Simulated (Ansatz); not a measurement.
# SnC2S2N2: a short molecular-dynamics run

A trajectory of SnC2S2N2, a distorted structure with 14 atoms that was not relaxed first: 30 steps of 0.5 fs under a Langevin thermostat and barostat at 300 K and 0 GPa.

Program: Ansatz 0.2.0. Level of theory: DFT PBE, plane waves, PAW, scalar-relativistic, no spin polarisation. These are calculated values, not measurements.

The cell holds 14 atoms (C4N4S4Sn2): a = 5.692 Å, b = 5.053 Å, c = 10.420 Å, α = 83.61°, β = 80.34°, γ = 93.59°.

As a file:

```xyz
14
Lattice="5.6922 -0.0165 -0.0394 -0.3017 5.0438 -0.0224 1.8233 1.3166 10.1743" Properties=species:S:1:pos:R:3 pbc="T T T"
Sn    1.4911    1.2135    2.5654
Sn    5.7397    5.1501    7.5203
N     6.0489    1.6042    9.2266
N     1.1820    4.7326    0.9158
N     2.7421    4.8104    3.4894
N     4.4847    1.5527    6.5765
S     5.3822    4.2108    4.0605
S     1.7909    2.1140    6.0277
C     3.8211    4.5817    3.7268
C     3.3821    1.7555    6.3453
C     6.0413    2.3131   10.1304
C     3.0019    5.3725   10.1362
S     4.1894    2.0812    1.2487
S     3.0216    4.2829    8.8694
```

The structure above is the start of the run; the results belong to its end.

| quantity | value |
| --- | --- |
| length | 30 steps of 0.5 fs |
| temperature, first and last step | 279 and 288 K |
| temperature, second half | mean 311 K, from 234 to 405 K |
| potential energy, second half | -7 meV/atom from the start |
| largest change of the conserved energy | 0.19 meV/atom |
| volume, first and last step | 20.90 and 20.96 Å³/atom |
| mean square displacement, second half | N 0.006, C 0.005, S 0.002, Sn 0.001 Å² |

In words: Against a set 300 K the second half averages 311 K with a spread of 59 K (in equilibrium 14 atoms would scatter by about 65 K, over a far longer run). The conserved energy strays from its start by at most 0.19 meV/atom, 0.5 % of the mean kinetic energy, so a step of 0.5 fs is short enough over this time. No atom gets farther than 0.13 Å from its start, with the drift of the whole removed, against a typical distance of 1.2 Å between sites at the start. The volume changes by +0.3 % from first to last step, and is still moving at the end, so it is no equilibrium value. 15 fs on 14 atoms is far too short and small for converged averages.

Q: Write an input and a launch command for the first run that leads to these results.

A: The one that was run. It is one of several that fit.

input.yaml

```yaml
crystal:
  lattice:
    - [5.692153, -0.016522, -0.039402]
    - [-0.301728, 5.043845, -0.022404]
    - [1.823292, 1.316634, 10.174262]
  atoms:
    - { symbol: Sn, position: [0.190117, 0.175097, 0.253269] }
    - { symbol: Sn, position: [0.813965, 0.829477, 0.744133] }
    - { symbol: "N", position: [0.775569, 0.083034, 0.910046] }
    - { symbol: "N", position: [0.226391, 0.914782, 0.092907] }
    - { symbol: "N", position: [0.416573, 0.864639, 0.346485] }
    - { symbol: "N", position: [0.587443, 0.140361, 0.648971] }
    - { symbol: S, position: [0.854939, 0.732185, 0.404014] }
    - { symbol: S, position: [0.138519, 0.264643, 0.593569] }
    - { symbol: C, position: [0.595786, 0.813639, 0.370394] }
    - { symbol: C, position: [0.403621, 0.186054, 0.625638] }
    - { symbol: C, position: [0.75195, 0.20028, 0.999038] }
    - { symbol: C, position: [0.250058, 0.805199, 0.998999] }
    - { symbol: S, position: [0.715775, 0.381989, 0.126349] }
    - { symbol: S, position: [0.283777, 0.621858, 0.874213] }
kpoints:
  mp_grid: { grid: [3, 3, 2] }
magnetization:
  spin_polarized: false
scf:
  occupations: { method: fermi_dirac, width: 0.1 }
hamiltonian:
  pseudopotentials: { kind: paw }
  xc: pbe
basis:
  ecutwfc: 420
md:
  timestep: 0.5
  n_steps: 30
  ensemble: npt_langevin
  temperature: 300.0
  initial_velocities: maxwell_boltzmann
  seed: 262852
  pressure: 0.0
```

Launch:

```bash
$ ansatz run input.yaml --threads 2 --pin off --max-ram 2560MiB --backend cpu --events-out ev --progress --plain --runs-dir out
```
